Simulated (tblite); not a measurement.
# C6H12O2SSi: the cost of one run

The runs use tblite 0.8.0 and PySCF 2.14.0, with density-fitted response routines of our own; the level of theory stands in each step. All values are computed, except where a source is named. Atoms are numbered from 0 throughout.

### 1 The starting structure

22 atoms, charge 0, multiplicity 1; geometry from: force field or distance geometry start.

Bonds of the start (Å): C0–C1 1.50, C1–C2 1.51, C1–S3 1.82, S3–C4 1.80, C4–C5 1.50, C5–Si6 1.85, Si6–C7 1.82, C7–O8 1.26, C7–O9 1.40, Si6–C4 1.87, C0–H10 1.12, C0–H11 1.08, C0–H12 1.12, C1–H13 1.12, C2–H14 1.10, C2–H15 1.14, C2–H16 1.10, C4–H17 1.11, C5–H18 1.11, C5–H19 1.11, Si6–H20 1.47, O9–H21 1.01.

### 2 Relaxing the molecule with GFN2-xTB

What the job is given:

```
{"job": {"kind": "relax", "xc": "GFN2-xTB", "basis": "xTB"}, "charge": 0, "multiplicity": 1}
C     -1.858900     1.210200     0.572500
C     -2.203300    -0.219400     0.295200
C     -2.413200    -0.354300    -1.194100
S     -0.933300    -1.377600     0.880600
C      0.542800    -1.095400    -0.101800
C      1.778100    -1.915500     0.114700
Si     1.913200    -0.204200     0.803000
C      2.680300     1.137100    -0.164000
O      2.122300     1.715500    -1.135800
O      3.970400     1.520800     0.207000
H     -2.619700     1.591400     1.303600
H     -0.851600     1.385200     0.934900
H     -2.047600     1.827400    -0.348200
H     -3.145900    -0.453900     0.844300
H     -2.163200    -1.377000    -1.517300
H     -3.523000    -0.215000    -1.394300
H     -1.907600     0.422000    -1.782000
H      0.375000    -0.821400    -1.168600
H      1.687700    -2.704300     0.894200
H      2.341700    -2.216200    -0.790600
H      1.852300    -0.094700     2.272600
H      4.393300     2.258900    -0.328300
```

The run is started by

```
OMP_NUM_THREADS=1 python probes_run.py task.json out
```

The driver reads the jobs from task.json and runs them one after another.

Q: Estimate the wall time and peak memory of this first job on 1 thread of Arm Neoverse N1, shared host.

About 4.3 s, with a peak of 0.18 GiB.
